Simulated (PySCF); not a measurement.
# ZnO−: from the state search to spectroscopic constants

One job finds the state of ZnO−, follows it along the bond with each method and fits the curves.

Method: Zn def2-SVPD, O def2-SVPD, no relativity; program: PySCF 2.14.0.

2 further runs of the same task are left out: 2 set aside as unsound or not needed.

## 1. Input

A driver script around PySCF takes these settings:

```yaml
atoms: Zn, O
charge: -1
basis: Zn def2-SVPD, O def2-SVPD
Hamiltonian: no relativity
basis_functions: 57
electrons_treated: 39
masses_in_u: 63.9291, 15.9949
levels: PBE0, PBE, r²SCAN, TPSS, B3LYP, M06-2X, LC-ωPBE, MP2, SCS-MP2
grid: 80 radial by 434 angular points
occupations: held fixed by the projection of orbital angular momentum
dissociation_limit: Zn + O−, each in its ground configuration
starting_distance_in_angstrom: 1.890
values_of_2S_to_try: 1, 3
```

Command:

```sh
$ OMP_NUM_THREADS=1 python dia.py task.json out
```

After the search, every level is run at each distance in turn; below they are sorted by level.

## 2. State search with unrestricted PBE0

Unrestricted PBE0 solutions at 1.890 Å, counted from the lowest. The search isn't exhaustive.

| 2Ms+1 | unpaired | term | E (eV) | ⟨S²⟩ | ⟨Lz²⟩ | μ (D) |
| --- | --- | --- | --- | --- | --- | --- |
| 2 | σ ↑ | ²Σ⁺ | 0.00 | 0.77 | 0.00 | -3.95 |

1 of 11 solutions are listed, lowest first. Solutions whose top level lies above zero are left out, so the zero of the table need not be the lowest of all.

A term symbol stands only where ⟨S²⟩ and ⟨Lz²⟩ are near those of a pure state. A positive dipole points from Zn to O; in an ion it is taken about the centre of mass and does not tell which atom is negative.

Followed over a short scan are these candidates:

| 2Ms+1 | unpaired | R at minimum (Å) | energy at minimum (eV) |
| --- | --- | --- | --- |
| 2 | σ ↑ | 1.78 | 0.00 |

The search made 11 SCF attempts at the starting distance; with the short scans it took 19 s of wall time (1 thread, shared host).

## 3. PBE0 along the bond

State followed: ²Σ⁺ (doublet), unpaired electrons σ ↑. The scan is laid around 1.778 Å.

The SCF at the reference distance, 1.778 Å, printed:

```text
******** <class 'pyscf.dft.uks_symm.SymAdaptedUKS'> ********
method = SymAdaptedUKS
initial guess = minao
damping factor = 0
level_shift factor = 0
DIIS = <class 'pyscf.scf.diis.CDIIS'>
diis_start_cycle = 1
diis_space = 10
diis_damp = 0
SCF conv_tol = 1e-09
SCF conv_tol_grad = None
SCF max_cycles = 60
direct_scf = False
max_memory 909 MB (current use 353 MB)
number electrons alpha = 20  beta = 19
XC library pyscf.dft.libxc version 7.0.0
    S. Lehtola, C. Steigemann, M. J.T. Oliveira, and M. A.L. Marques.,  SoftwareX 7, 1–5 (2018)
XC functionals = PBE0
    C. Adamo and V. Barone.,  J. Chem. Phys. 110, 6158 (1999)
    M. Ernzerhof and G. E. Scuseria.,  J. Chem. Phys. 110, 5029 (1999)
small_rho_cutoff = 0
Overwritten attributes  get_jk get_k get_occ get_hcore get_j  of <class 'pyscf.dft.uks_symm.SymAdaptedUKS'>
Set gradient conv threshold to 3.16228e-05
init E= -1853.94566763464
cycle= 1 E= -1853.95007199828  delta_E= -0.0044  |g|= 0.0135  |ddm|= 0.0318
cycle= 2 E= -1853.94939919462  delta_E= 0.000673  |g|= 0.0407  |ddm|= 0.0366
cycle= 3 E= -1853.95014769453  delta_E= -0.000748  |g|= 0.00424  |ddm|= 0.032
cycle= 4 E= -1853.95015579962  delta_E= -8.11e-06  |g|= 0.00165  |ddm|= 0.00345
cycle= 5 E= -1853.95015798611  delta_E= -2.19e-06  |g|= 0.000879  |ddm|= 0.00276
cycle= 6 E= -1853.95015995488  delta_E= -1.97e-06  |g|= 0.000196  |ddm|= 0.00478
cycle= 7 E= -1853.95016020118  delta_E= -2.46e-07  |g|= 0.0001  |ddm|= 0.00215
cycle= 8 E= -1853.95016021889  delta_E= -1.77e-08  |g|= 3.88e-05  |ddm|= 0.000357
cycle= 9 E= -1853.95016022114  delta_E= -2.24e-09  |g|= 1.38e-05  |ddm|= 0.000126
cycle= 10 E= -1853.9501602214  delta_E= -2.58e-10  |g|= 1.86e-06  |ddm|= 4.75e-05
Extra cycle  E= -1853.9501602214  delta_E= -5.46e-12  |g|= 2.28e-06  |ddm|= 5.13e-06
converged SCF energy = -1853.9501602214  <S^2> = 0.7626851  2S+1 = 2.0126451
```

Points of the scan, energies from the lowest:

| R (Å) | E (eV) | μ (D) | Mulliken charge of Zn (e) | Mayer bond order | ⟨S²⟩ | HOMO (eV) | LUMO (eV) |
| --- | --- | --- | --- | --- | --- | --- | --- |
| 1.5291 | 0.9161 | -2.60 | 0.07 | 1.13 | 0.76 | 0.18 | 2.95 |
| 1.6002 | 0.3842 | -3.00 | 0.05 | 1.17 | 0.76 | 0.05 | 2.83 |
| 1.6713 | 0.1085 | -3.33 | 0.02 | 1.19 | 0.76 | -0.07 | 2.74 |
| 1.7247 | 0.0189 | -3.54 | 0.00 | 1.17 | 0.76 | -0.14 | 2.69 |
| 1.7780 | 0.0000 | -3.71 | -0.02 | 1.14 | 0.76 | -0.22 | 2.65 |
| 1.8313 | 0.0310 | -3.84 | -0.04 | 1.08 | 0.77 | -0.28 | 2.63 |
| 1.9025 | 0.1226 | -3.97 | -0.07 | 0.98 | 0.77 | -0.36 | 2.63 |
| 1.9914 | 0.2798 | -4.09 | -0.09 | 0.83 | 0.78 | -0.46 | 2.67 |
| 2.0980 | 0.4877 | -4.26 | -0.12 | 0.64 | 0.78 | -0.45 | 2.75 |
| 2.2403 | 0.7533 | -4.62 | -0.14 | 0.43 | 0.78 | -0.39 | 2.90 |

The fit gives Re = 1.769 Å, ωe = 628 cm⁻¹, ωexe = 7.24 cm⁻¹, αe = 0.00504 cm⁻¹, Be = 0.4213 cm⁻¹, De = 2.28 eV, μ = -3.68 D.

Orbitals nearest the gap at 1.778 Å:

| spin | orbital | ε (eV) | filled | made of |
| --- | --- | --- | --- | --- |
| α | δ | -7.59 | yes | Zn d 100 % |
| β | δ | -7.55 | yes | Zn d 100 % |
| β | σ | -7.36 | yes | Zn d 93 % |
| α | σ | -2.91 | yes | O p 60 %, Zn s 34 % |
| β | σ | -1.46 | yes | Zn s 56 %, O p 44 % |
| α | π | -0.87 | yes | O p 91 % |
| α | π | -0.87 | yes | O p 91 % |
| β | π | -0.55 | yes | O p 91 % |
| β | π | -0.55 | yes | O p 91 % |
| α | σ | -0.22 | yes | Zn s 56 %, Zn p 27 %, O p 15 % |
| β | σ | 2.65 | no | Zn s 57 %, O p 27 %, Zn p 18 % |
| α | π | 4.24 | no | diffuse, shares unclear |
| α | π | 4.24 | no | diffuse, shares unclear |
| β | π | 4.65 | no | diffuse, shares unclear |

Polarisability there: 94.2 bohr³ along the bond, 72.4 across it.

## 4. Orbitals, density and potential

The fields below are evaluated on a grid from the run's orbitals.

Frontier orbitals at PBE0 (alpha spin), with the share of their density that lies nearest to each atom:

| orbital | energy (eV) | lies on |
| --- | --- | --- |
| HOMO-1 | -0.87 | O2 91 %; Zn1 9 % |
| HOMO | -0.22 | Zn1 79 %; O2 21 % |
| LUMO | 4.24 | Zn1 88 %; O2 12 % |

ELF in a plane through or near 2 of the atoms.

Ten even steps from '0' (0.00) to '9' (0.99):
```
0012344432210000000000000000
1235777765421000000000000000
3578999886542111111100000000
5889999864322222222210000000
7899999742211222333221000000
8999987421111234455432100000
9999965211111235677643210000
9999853213331136888764310000
9999743136673137777874310000
9999742154545137352874310000
9999742154545137352874310000
9999743136773137777874310000
9999853213331136888764310000
9999965211111235677643210000
8999987421111234455432100000
7899999742211222333221000000
5889999864322222222210000000
3578999886532111111100000000
1235777765421000000000000000
0012344432210000000000000000
```
The map spans 7.0 Å across and 5.2 Å up, centred on the molecule. Atoms in the plane (x, y in Å): Zn1 (-0.9, 0.0), O2 (0.9, 0.0).

On the surface of density 0.002 e/bohr³ the electrostatic potential runs, from the 1st to the 99th percentile, from -7.01 V near O2 to -4.31 V near Zn1.

The spin density lies nearest to Zn1 61 %; O2 39 %.

## 5. Higher solutions at PBE0

State 2: ²Π (doublet), unpaired electrons π ↑, an excited solution.

Output of the SCF at 1.778 Å:

```text
[... 13 set-up lines left out, the same as in an earlier log ...]
max_memory 909 MB (current use 401 MB)
[... 8 set-up lines left out, the same as in an earlier log ...]
init E= -1853.91672156031
cycle= 1 E= -1853.92072123461  delta_E= -0.004  |g|= 0.00796  |ddm|= 0.0322
cycle= 2 E= -1853.9206946943  delta_E= 2.65e-05  |g|= 0.0116  |ddm|= 0.0357
cycle= 3 E= -1853.92075167278  delta_E= -5.7e-05  |g|= 0.00112  |ddm|= 0.00974
cycle= 4 E= -1853.92075226805  delta_E= -5.95e-07  |g|= 0.000198  |ddm|= 0.00253
cycle= 5 E= -1853.92075227867  delta_E= -1.06e-08  |g|= 0.000204  |ddm|= 0.000331
cycle= 6 E= -1853.9207522897  delta_E= -1.1e-08  |g|= 2.21e-05  |ddm|= 0.000201
cycle= 7 E= -1853.92075229016  delta_E= -4.56e-10  |g|= 3.76e-06  |ddm|= 7.26e-05
Extra cycle  E= -1853.92075229016  delta_E= -3.41e-12  |g|= 3.73e-06  |ddm|= 1.43e-05
converged SCF energy = -1853.92075229016  <S^2> = 0.75437904  2S+1 = 2.0043743
```

Re = 1.994 Å, ωe = 403 cm⁻¹, ωexe = 3.76 cm⁻¹, αe = 0.00415 cm⁻¹, Be = 0.3315 cm⁻¹, μ = -0.60 D. Its minimum lies 0.53 eV above that of the lowest state.

Energy (eV) from the lowest point of the lowest state:

| R (Å) | lowest | state 2 |
| --- | --- | --- |
| 1.529 | 0.916 | 2.625 |
| 1.600 | 0.384 | 1.814 |
| 1.671 | 0.109 | 1.273 |
| 1.725 | 0.019 | 0.995 |
| 1.778 | 0.000 | 0.800 |
| 1.831 | 0.031 | 0.670 |
| 1.903 | 0.123 | 0.571 |
| 1.991 | 0.280 | 0.534 |
| 2.098 | 0.488 | 0.568 |
| 2.240 | 0.753 | 0.688 |

## 6. PBE (GGA)

Output of the SCF at 1.778 Å:

```text
[... 17 set-up lines left out, the same as in an earlier log ...]
XC functionals = PBE
    J. P. Perdew, K. Burke, and M. Ernzerhof.,  Phys. Rev. Lett. 77, 3865 (1996)
    J. P. Perdew, K. Burke, and M. Ernzerhof.,  Phys. Rev. Lett. 78, 1396 (1997)
    J. P. Perdew, K. Burke, and M. Ernzerhof.,  Phys. Rev. Lett. 77, 3865 (1996)
    J. P. Perdew, K. Burke, and M. Ernzerhof.,  Phys. Rev. Lett. 78, 1396 (1997)
[... 2 set-up lines left out, the same as in an earlier log ...]
init E= -1853.94012565883
cycle= 1 E= -1853.92992224672  delta_E= 0.0102  |g|= 0.176  |ddm|= 0.293
cycle= 2 E= -1853.73517795632  delta_E= 0.195  |g|= 0.66  |ddm|= 0.702
cycle= 3 E= -1853.93913311246  delta_E= -0.204  |g|= 0.122  |ddm|= 0.573
cycle= 4 E= -1853.94267906206  delta_E= -0.00355  |g|= 0.0367  |ddm|=  0.1
cycle= 5 E= -1853.94333151719  delta_E= -0.000652  |g|= 0.0134  |ddm|= 0.0536
cycle= 6 E= -1853.94342852489  delta_E= -9.7e-05  |g|= 0.00266  |ddm|= 0.0127
cycle= 7 E= -1853.9434322292  delta_E= -3.7e-06  |g|= 0.000505  |ddm|= 0.00309
cycle= 8 E= -1853.94343237442  delta_E= -1.45e-07  |g|= 0.000116  |ddm|= 0.000564
cycle= 9 E= -1853.94343238313  delta_E= -8.71e-09  |g|= 2.83e-05  |ddm|= 0.000164
cycle= 10 E= -1853.94343238366  delta_E= -5.26e-10  |g|= 5.82e-06  |ddm|= 4.91e-05
Extra cycle  E= -1853.94343238307  delta_E= 5.91e-10  |g|= 3.54e-05  |ddm|= 3.41e-05
converged SCF energy = -1853.94343238307  <S^2> = 0.75405084  2S+1 = 2.0040467
```

Re = 1.773 Å, ωe = 639 cm⁻¹, ωexe = 5.16 cm⁻¹, αe = 0.00414 cm⁻¹, Be = 0.4193 cm⁻¹, De = 2.69 eV, μ = -3.45 D. 10 s of CPU time for 12 points, integrals apart.

## 7. r²SCAN (meta-GGA)

The SCF at the reference distance, 1.778 Å, printed:

```text
[... 17 set-up lines left out, the same as in an earlier log ...]
XC functionals = R2SCAN
    J. W. Furness, A. D. Kaplan, J. Ning, J. P. Perdew, and J. Sun.,  J. Phys. Chem. Lett. 11, 8208-8215 (2020)
    J. W. Furness, A. D. Kaplan, J. Ning, J. P. Perdew, and J. Sun.,  J. Phys. Chem. Lett. 11, 9248-9248 (2020)
    J. W. Furness, A. D. Kaplan, J. Ning, J. P. Perdew, and J. Sun.,  J. Phys. Chem. Lett. 11, 8208-8215 (2020)
    J. W. Furness, A. D. Kaplan, J. Ning, J. P. Perdew, and J. Sun.,  J. Phys. Chem. Lett. 11, 9248-9248 (2020)
[... 2 set-up lines left out, the same as in an earlier log ...]
init E= -1854.23254331702
cycle= 1 E= -1854.23278016188  delta_E= -0.000237  |g|= 0.0419  |ddm|= 0.153
cycle= 2 E= -1854.21878305287  delta_E= 0.014  |g|= 0.175  |ddm|= 0.191
cycle= 3 E= -1854.23346731515  delta_E= -0.0147  |g|= 0.0262  |ddm|= 0.148
cycle= 4 E= -1854.23361780538  delta_E= -0.00015  |g|= 0.00744  |ddm|= 0.0201
cycle= 5 E= -1854.23364838658  delta_E= -3.06e-05  |g|= 0.000663  |ddm|= 0.00804
cycle= 6 E= -1854.23364907133  delta_E= -6.85e-07  |g|= 0.00034  |ddm|= 0.0026
cycle= 7 E= -1854.23364917593  delta_E= -1.05e-07  |g|= 0.000245  |ddm|= 0.00135
cycle= 8 E= -1854.23364921561  delta_E= -3.97e-08  |g|= 2.91e-05  |ddm|= 0.000351
cycle= 9 E= -1854.2336492175  delta_E= -1.89e-09  |g|= 2.04e-05  |ddm|= 0.000101
cycle= 10 E= -1854.2336492181  delta_E= -6.05e-10  |g|= 2.84e-06  |ddm|= 6.91e-05
Extra cycle  E= -1854.2336492181  delta_E= -6.82e-13  |g|= 5.54e-06  |ddm|= 9.37e-06
converged SCF energy = -1854.2336492181  <S^2> = 0.76095551  2S+1 = 2.0109257
```

Re = 1.752 Å, ωe = 671 cm⁻¹, ωexe = 5.98 cm⁻¹, αe = 0.00434 cm⁻¹, Be = 0.4295 cm⁻¹, De = 2.75 eV, μ = -3.46 D.

## 8. TPSS (meta-GGA)

Log of the SCF at 1.778 Å:

```text
[... 13 set-up lines left out, the same as in an earlier log ...]
max_memory 909 MB (current use 402 MB)
[... 3 set-up lines left out, the same as in an earlier log ...]
XC functionals = TPSS
    J. Tao, J. P. Perdew, V. N. Staroverov, and G. E. Scuseria.,  Phys. Rev. Lett. 91, 146401 (2003)
    J. P. Perdew, J. Tao, V. N. Staroverov, and G. E. Scuseria.,  J. Chem. Phys. 120, 6898 (2004)
    J. Tao, J. P. Perdew, V. N. Staroverov, and G. E. Scuseria.,  Phys. Rev. Lett. 91, 146401 (2003)
    J. P. Perdew, J. Tao, V. N. Staroverov, and G. E. Scuseria.,  J. Chem. Phys. 120, 6898 (2004)
[... 2 set-up lines left out, the same as in an earlier log ...]
init E= -1854.30211190267
cycle= 1 E= -1854.29843299015  delta_E= 0.00368  |g|= 0.131  |ddm|= 0.235
cycle= 2 E= -1854.23203547472  delta_E= 0.0664  |g|= 0.403  |ddm|= 0.443
cycle= 3 E= -1854.2926882608  delta_E= -0.0607  |g|= 0.17  |ddm|= 0.414
cycle= 4 E= -1854.30430265718  delta_E= -0.0116  |g|= 0.0165  |ddm|= 0.132
cycle= 5 E= -1854.30445551659  delta_E= -0.000153  |g|= 0.00494  |ddm|= 0.0274
cycle= 6 E= -1854.30447134808  delta_E= -1.58e-05  |g|= 0.000681  |ddm|= 0.00681
cycle= 7 E= -1854.30447152546  delta_E= -1.77e-07  |g|= 0.00101  |ddm|= 0.00284
cycle= 8 E= -1854.30447209671  delta_E= -5.71e-07  |g|= 0.000158  |ddm|= 0.00129
cycle= 9 E= -1854.30447211047  delta_E= -1.38e-08  |g|= 4.89e-05  |ddm|= 0.000195
cycle= 10 E= -1854.30447211182  delta_E= -1.35e-09  |g|= 5.24e-06  |ddm|= 5.98e-05
cycle= 11 E= -1854.30447211185  delta_E= -2.27e-11  |g|= 5.52e-07  |ddm|= 9.99e-06
Extra cycle  E= -1854.30447211184  delta_E= 7.73e-12  |g|= 6.96e-07  |ddm|= 1.99e-06
converged SCF energy = -1854.30447211184  <S^2> = 0.75564632  2S+1 = 2.0056384
```

Re = 1.766 Å, ωe = 650 cm⁻¹, ωexe = 5.32 cm⁻¹, αe = 0.00416 cm⁻¹, Be = 0.4223 cm⁻¹, De = 2.69 eV, μ = -3.40 D. 15 s of CPU time for 12 points, integrals apart.

## 9. B3LYP (global hybrid GGA)

Output of the SCF at 1.778 Å:

```text
[... 17 set-up lines left out, the same as in an earlier log ...]
XC functionals = B3LYP
    P. J. Stephens, F. J. Devlin, C. F. Chabalowski, and M. J. Frisch.,  J. Phys. Chem. 98, 11623 (1994)
[... 2 set-up lines left out, the same as in an earlier log ...]
init E= -1854.33511943117
cycle= 1 E= -1854.33555023557  delta_E= -0.000431  |g|= 0.0323  |ddm|= 0.102
cycle= 2 E= -1854.33523021904  delta_E= 0.00032  |g|= 0.05  |ddm|= 0.0572
cycle= 3 E= -1854.33581985875  delta_E= -0.00059  |g|= 0.00228  |ddm|= 0.0301
cycle= 4 E= -1854.33581418963  delta_E= 5.67e-06  |g|= 0.00489  |ddm|= 0.00702
cycle= 5 E= -1854.33582484198  delta_E= -1.07e-05  |g|= 0.00082  |ddm|= 0.00304
cycle= 6 E= -1854.33582567027  delta_E= -8.28e-07  |g|= 0.000703  |ddm|= 0.00338
cycle= 7 E= -1854.33582608731  delta_E= -4.17e-07  |g|= 0.00011  |ddm|= 0.00196
cycle= 8 E= -1854.33582610338  delta_E= -1.61e-08  |g|= 3.11e-05  |ddm|= 0.000432
cycle= 9 E= -1854.33582610427  delta_E= -8.95e-10  |g|= 6.61e-06  |ddm|= 7.47e-05
Extra cycle  E= -1854.33582610439  delta_E= -1.15e-10  |g|= 4.63e-06  |ddm|= 2.23e-05
converged SCF energy = -1854.33582610439  <S^2> = 0.75993624  2S+1 = 2.0099117
```

Re = 1.787 Å, ωe = 597 cm⁻¹, ωexe = 6.89 cm⁻¹, αe = 0.00506 cm⁻¹, Be = 0.4125 cm⁻¹, De = 2.11 eV, μ = -3.71 D. 12 s of CPU time for 12 points, integrals apart.

## 10. M06-2X

The SCF at the reference distance, 1.778 Å, printed:

```text
[... 13 set-up lines left out, the same as in an earlier log ...]
max_memory 909 MB (current use 403 MB)
[... 3 set-up lines left out, the same as in an earlier log ...]
XC functionals = M062X
    Y. Zhao and D. G. Truhlar.,  Theor. Chem. Acc. 120, 215 (2008)
    Y. Zhao and D. G. Truhlar.,  Theor. Chem. Acc. 120, 215 (2008)
[... 2 set-up lines left out, the same as in an earlier log ...]
init E= -1854.22505091553
cycle= 1 E= -1854.22731298552  delta_E= -0.00226  |g|= 0.0714  |ddm|= 0.239
cycle= 2 E= -1854.22499214875  delta_E= 0.00232  |g|= 0.104  |ddm|=  0.1
cycle= 3 E= -1854.22831687685  delta_E= -0.00332  |g|= 0.0312  |ddm|= 0.0787
cycle= 4 E= -1854.2287308966  delta_E= -0.000414  |g|= 0.00268  |ddm|= 0.0214
cycle= 5 E= -1854.22874045051  delta_E= -9.55e-06  |g|= 0.00113  |ddm|= 0.00653
cycle= 6 E= -1854.22874415889  delta_E= -3.71e-06  |g|= 0.000604  |ddm|= 0.00314
cycle= 7 E= -1854.2287457384  delta_E= -1.58e-06  |g|= 0.000227  |ddm|= 0.00306
cycle= 8 E= -1854.22874585654  delta_E= -1.18e-07  |g|= 6.05e-05  |ddm|= 0.000816
cycle= 9 E= -1854.22874587085  delta_E= -1.43e-08  |g|= 3.26e-05  |ddm|= 0.000297
cycle= 10 E= -1854.22874587549  delta_E= -4.65e-09  |g|= 2.18e-05  |ddm|= 0.000195
cycle= 11 E= -1854.22874587809  delta_E= -2.6e-09  |g|= 4.1e-06  |ddm|= 0.000221
cycle= 12 E= -1854.22874587819  delta_E= -9.98e-11  |g|= 8.33e-07  |ddm|= 4.66e-05
Extra cycle  E= -1854.2287458782  delta_E= -9.55e-12  |g|= 7.59e-07  |ddm|= 3.61e-06
converged SCF energy = -1854.2287458782  <S^2> = 0.76820073  2S+1 = 2.0181187
```

Re = 1.791 Å, ωe = 621 cm⁻¹, ωexe = 7.51 cm⁻¹, αe = 0.00486 cm⁻¹, Be = 0.4106 cm⁻¹, De = 2.01 eV, μ = -3.99 D. 18 s of CPU time for 12 points, integrals apart.

## 11. LC-ωPBE

Output of the SCF at 1.778 Å:

```text
[... 17 set-up lines left out, the same as in an earlier log ...]
XC functionals = LC_WPBE
    O. A. Vydrov and G. E. Scuseria.,  J. Chem. Phys. 125, 234109 (2006)
[... 2 set-up lines left out, the same as in an earlier log ...]
init E= -1853.98744421803
cycle= 1 E= -1853.98876813387  delta_E= -0.00132  |g|= 0.0645  |ddm|= 0.103
cycle= 2 E= -1853.98757338546  delta_E= 0.00119  |g|= 0.0906  |ddm|= 0.094
cycle= 3 E= -1853.99010667587  delta_E= -0.00253  |g|= 0.0149  |ddm|= 0.0567
cycle= 4 E= -1853.99022040342  delta_E= -0.000114  |g|= 0.00526  |ddm|= 0.012
cycle= 5 E= -1853.99033965369  delta_E= -0.000119  |g|= 0.00278  |ddm|= 0.0331
cycle= 6 E= -1853.9904086747  delta_E= -6.9e-05  |g|= 0.00154  |ddm|= 0.0285
cycle= 7 E= -1853.99043348733  delta_E= -2.48e-05  |g|= 0.000638  |ddm|= 0.0196
cycle= 8 E= -1853.99043693598  delta_E= -3.45e-06  |g|= 0.000226  |ddm|= 0.00817
cycle= 9 E= -1853.99043719956  delta_E= -2.64e-07  |g|= 0.00011  |ddm|= 0.00136
cycle= 10 E= -1853.99043727743  delta_E= -7.79e-08  |g|= 5.09e-05  |ddm|= 0.000778
cycle= 11 E= -1853.99043728514  delta_E= -7.71e-09  |g|= 1.03e-05  |ddm|= 0.000202
cycle= 12 E= -1853.99043728552  delta_E= -3.8e-10  |g|= 3.49e-06  |ddm|= 6.26e-05
Extra cycle  E= -1853.99043728553  delta_E= -5.46e-12  |g|= 4.63e-06  |ddm|= 9.87e-06
converged SCF energy = -1853.99043728553  <S^2> = 0.76575326  2S+1 = 2.0156917
```

Re = 1.731 Å, ωe = 714 cm⁻¹, ωexe = 7.79 cm⁻¹, αe = 0.00450 cm⁻¹, Be = 0.4400 cm⁻¹, De = 2.41 eV, μ = -4.29 D.

## 12. MP2

Reference: ROHF; core orbitals frozen: 6.

Correlation energy (eV) along the bond:

| R (Å) | MP2 | SCS-MP2 |
| --- | --- | --- |
| 1.529 | -16.646 | -15.136 |
| 1.600 | -16.097 | -14.688 |
| 1.671 | -16.469 | -15.028 |
| 1.725 | -16.614 | -15.162 |
| 1.778 | -16.725 | -15.266 |
| 1.831 | -16.814 | -15.347 |
| 1.903 | -14.874 | -13.639 |
| 1.991 | -14.797 | -13.578 |
| 2.098 | -14.734 | -13.529 |
| 2.240 | -14.676 | -13.486 |

ROHF-MP2: No constants are quoted: the points don't follow one smooth fit.

ROHF-SCS-MP2: No constants are quoted: the points don't follow one smooth fit.

## 13. All curves

Energy (eV) from each level's lowest point:

| R (Å) | ROHF-MP2 | ROHF-SCS-MP2 | PBE | TPSS | r²SCAN | B3LYP | PBE0 | M06-2X | LC-ωPBE |
| --- | --- | --- | --- | --- | --- | --- | --- | --- | --- |
| 1.529 | 1.033 | 1.076 | 0.944 | 0.916 | 0.835 | 1.005 | 0.916 | 1.120 | 0.750 |
| 1.600 | 1.372 | 1.314 | 0.406 | 0.385 | 0.327 | 0.447 | 0.384 | 0.506 | 0.269 |
| 1.671 | 0.569 | 0.543 | 0.121 | 0.108 | 0.074 | 0.146 | 0.109 | 0.169 | 0.048 |
| 1.725 | 0.254 | 0.239 | 0.024 | 0.017 | 0.001 | 0.037 | 0.019 | 0.045 | 0.000 |
| 1.778 | 0.074 | 0.067 | 0.000 | 0.000 | 0.000 | 0.000 | 0.000 | 0.000 | 0.024 |
| 1.831 | 0.000 | 0.000 | 0.029 | 0.035 | 0.050 | 0.014 | 0.031 | 0.012 | 0.097 |
| 1.903 | 1.416 | 1.183 | 0.125 | 0.139 | 0.170 | 0.086 | 0.123 | 0.086 | 0.239 |
| 1.991 | 1.443 | 1.195 | 0.301 | 0.323 | 0.366 | 0.223 | 0.280 | 0.230 | 0.442 |
| 2.098 | 1.517 | 1.255 | 0.548 | 0.576 | 0.622 | 0.415 | 0.488 | 0.415 | 0.673 |
| 2.240 | 1.653 | 1.376 | 0.878 | 0.909 | 0.945 | 0.666 | 0.753 | 0.625 | 0.939 |

## 14. Constants by level of theory

Lowest PBE0 solution found, without spin–orbit coupling: ²Σ⁺ (doublet), unpaired electrons σ ↑. State 2 has its PBE0 minimum 0.53 eV higher. The other levels ran on the lowest alone.

| level | Re (Å) | ωe (cm⁻¹) | De (eV) | μ (D) |
| --- | --- | --- | --- | --- |
| PBE | 1.773 | 639 | 2.69 | -3.45 |
| TPSS | 1.766 | 650 | 2.69 | -3.40 |
| r²SCAN | 1.752 | 671 | 2.75 | -3.46 |
| B3LYP | 1.787 | 597 | 2.11 | -3.71 |
| PBE0 | 1.769 | 628 | 2.28 | -3.68 |
| M06-2X | 1.791 | 621 | 2.01 | -3.99 |
| LC-ωPBE | 1.731 | 714 | 2.41 | -4.29 |

De is counted to Zn + O− in their ground configurations. A positive dipole points from Zn to O; in an ion it is taken about the centre of mass and does not tell which atom is negative. No constants: ROHF-MP2 (the points don't follow one smooth fit); ROHF-SCS-MP2 (the points don't follow one smooth fit).

Time per point (s) on 1 thread, shared host (CPU time, shared integrals of 0.13 s apart; correlated levels include their reference); the times are rough: PBE 0.86, TPSS 1.3, r²SCAN 1.2, B3LYP 1, PBE0 1.2, M06-2X 1.5, LC-ωPBE 1.1.

What this shows: Bond lengths run from 1.731 Å (LC-ωPBE) to 1.791 Å (M06-2X). Of the levels with a De here, M06-2X gives the least (2.01 eV) and r²SCAN the most (2.75 eV).

Correlated steps freeze 6 core orbitals. With some functionals the highest level of the anion is positive, from self-interaction error or because the anion is truly unbound there; the finite basis then holds the extra electron, and no neutral molecule was run to test the binding.
